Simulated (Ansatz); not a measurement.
**C₂H₈B₂: how energies converge with the basis set**

One table from this session's results is given with a row withheld; the runs are named, their logs left out.

Program: Ansatz 0.2.0, Gaussian basis. Level of theory: one geometry, several basis sets. These are calculated values, not measurements.

Plan: PBE0-D4/def2-SVP; ωB97M-V/def2-SVP; PBE0-D4/def2-QZVPP; ωB97M-V/def2-QZVPP; the functionals' def2-TZVPP values are taken from earlier runs.

## Structure used throughout

The geometry comes from an earlier relaxation with PBE0-D4 in a triple-zeta def2 set; it is a stationary point, not always the lowest conformer.

SMILES `BCCB`, 12 atoms, charge 0, spin multiplicity 1.

Atoms are counted from 1 here; the program's logs count them from 0.

Bond lengths: B1–C2 1.537 Å, B1–H5 1.196 Å, B1–H6 1.194 Å, C2–C3 1.584 Å, C2–H7 1.109 Å, C2–H8 1.083 Å, C3–B4 1.537 Å, C3–H9 1.083 Å, C3–H10 1.109 Å, B4–H11 1.196 Å, B4–H12 1.194 Å. Angles: C2–B1–H5 119.1°, C2–B1–H6 119.5°, H5–B1–H6 121.3°, B1–C2–C3 79.0°, B1–C2–H7 115.6°, B1–C2–H8 122.5°, C3–C2–H7 113.1°, C3–C2–H8 110.3°, H7–C2–H8 111.7°, C2–C3–B4 79.0°, C2–C3–H9 110.3°, C2–C3–H10 113.1°, B4–C3–H9 122.5°, B4–C3–H10 115.6°, H9–C3–H10 111.7°, C3–B4–H11 119.1°, C3–B4–H12 119.5°, H11–B4–H12 121.3°.

The first run:

in.yaml

```yaml
crystal:
  periodic: [false, false, false]
  atoms:
    - {symbol: B, position_ang: [-0.397160, 1.374886, -0.446778]}
    - {symbol: C, position_ang: [-0.839748, -0.047489, -0.068666]}
    - {symbol: C, position_ang: [0.579771, 0.023422, 0.630078]}
    - {symbol: B, position_ang: [0.638043, -1.371653, -0.012084]}
    - {symbol: H, position_ang: [0.183784, 1.549015, -1.477193]}
    - {symbol: H, position_ang: [-0.687589, 2.289286, 0.263821]}
    - {symbol: H, position_ang: [-0.877118, -0.776085, -0.903275]}
    - {symbol: H, position_ang: [-1.611067, -0.241219, 0.665922]}
    - {symbol: H, position_ang: [0.466765, 0.168930, 1.696915]}
    - {symbol: H, position_ang: [1.247178, 0.786334, 0.181355]}
    - {symbol: H, position_ang: [1.101021, -1.488869, -1.108204]}
    - {symbol: H, position_ang: [0.273219, -2.321760, 0.612108]}
basis:
  gaussian: {orbitals: def2-SVP}
hamiltonian: {xc: pbe0, dispersion: d4}
output: {orbitals: {seedname: orbitals}}
```

On the command line:

```
$ ansatz run in.yaml --threads 2 --pin off --events-out ev --progress --plain --max-ram 4352MiB
```

Among the steps run: PBE0-D4 in def2-SVP; ωB97M-V in def2-SVP; PBE0-D4 in def2-QZVPP; ωB97M-V in def2-QZVPP.

One table of the session follows, with a row left open; its other results are not shown here.

It belongs to the step «Density functionals: the series». 

```
functional       basis  HOMO (eV)  LUMO (eV)
   PBE0-D4    def2-SVP      -8.53      -0.31
   PBE0-D4  def2-TZVPP      -8.53      -0.44
   PBE0-D4  def2-QZVPP      -8.53      -0.48
   ωB97M-V    def2-SVP          ?          ?
   ωB97M-V  def2-TZVPP     -10.77       1.34
   ωB97M-V  def2-QZVPP     -10.76       1.10
```

**Question.** Estimate the row for ωB97M-V, def2-SVP.

As computed: HOMO (eV): -10.75; LUMO (eV): 1.70. In the column «HOMO (eV)» it lies between ωB97M-V, def2-QZVPP (-10.76) and PBE0-D4, def2-SVP (-8.53).
